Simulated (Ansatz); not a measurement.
# ClFGa: the cost of one run

Computed with Ansatz 0.2.0, Gaussian basis. Level: cc-pVDZ, all electrons in the functionals, frozen cores in the correlation of double hybrids and RPA.

To be run: wB97M-V, B2PLYP, RPA-PBE, at charge 0, quartet; charge 0, doublet; charge 0, sextet; charge 1, triplet; charge 1, quintet; displaced geometry v1; displaced geometry v2.

44 further runs of the same task are left out: 16 for a known fault of the program, 12 that didn't finish, 16 set aside as unsound or not needed. Runs told in other sessions of the task aren't counted.

### 1 What is computed

The geometry is a PBE0/def2-TZVP stationary point (not a proven minimum). No spin-orbit coupling is included. The filled d shell of Ga may be among the frozen orbitals whatever the setting's name suggests.

3 atoms, charge 0, spin multiplicity 4.

Atoms are counted from 1 here; the program's logs count them from 0.

Bond lengths: Cl1–Ga2 2.347 Å, Ga2–F3 1.877 Å. Angles: Cl1–Ga2–F3 66.2°.

As a file:

| atom | x (Å) | y (Å) | z (Å) |
| --- | --- | --- | --- |
| Cl1 | 0.00000 | 0.22374 | 1.56703 |
| Ga2 | 0.00000 | 0.28222 | -0.77930 |
| F3 | 0.00000 | -1.45326 | -0.06424 |

No dispersion term is added; wB97M-V holds VV10 nonlocal correlation.

The geometry shown and the zero of energy belong to the point charge 0, quartet. The yardstick, UCCSD(T), and other wave-function levels (R restricted, U unrestricted, valence and pair active spaces) come from earlier runs.

### 2 wB97M-V, charge 0, quartet

The input, in.yaml:

```yaml
crystal:
  periodic: [false, false, false]
  atoms:
    - {symbol: Cl, position_ang: [0.000000, 0.223736, 1.567027]}
    - {symbol: Ga, position_ang: [0.000000, 0.282224, -0.779302]}
    - {symbol: F, position_ang: [0.000000, -1.453259, -0.064245]}
basis:
  gaussian: {orbitals: cc-pVDZ}
magnetization: {spin_polarized: true, initial_magnetization: 3}
hamiltonian: {xc: {name: wB97M-V}}
output: {orbitals: {seedname: orbitals}}
```

Command:

```console
$ ansatz run in.yaml --threads 1 --pin off --events-out ev --progress --plain --max-ram 2393MiB
```

**Question.** How long does this run take on 1 thread of Arm Neoverse V1, shared host, and how much memory does it need?

About 22 s, with a peak of 0.27 GiB.
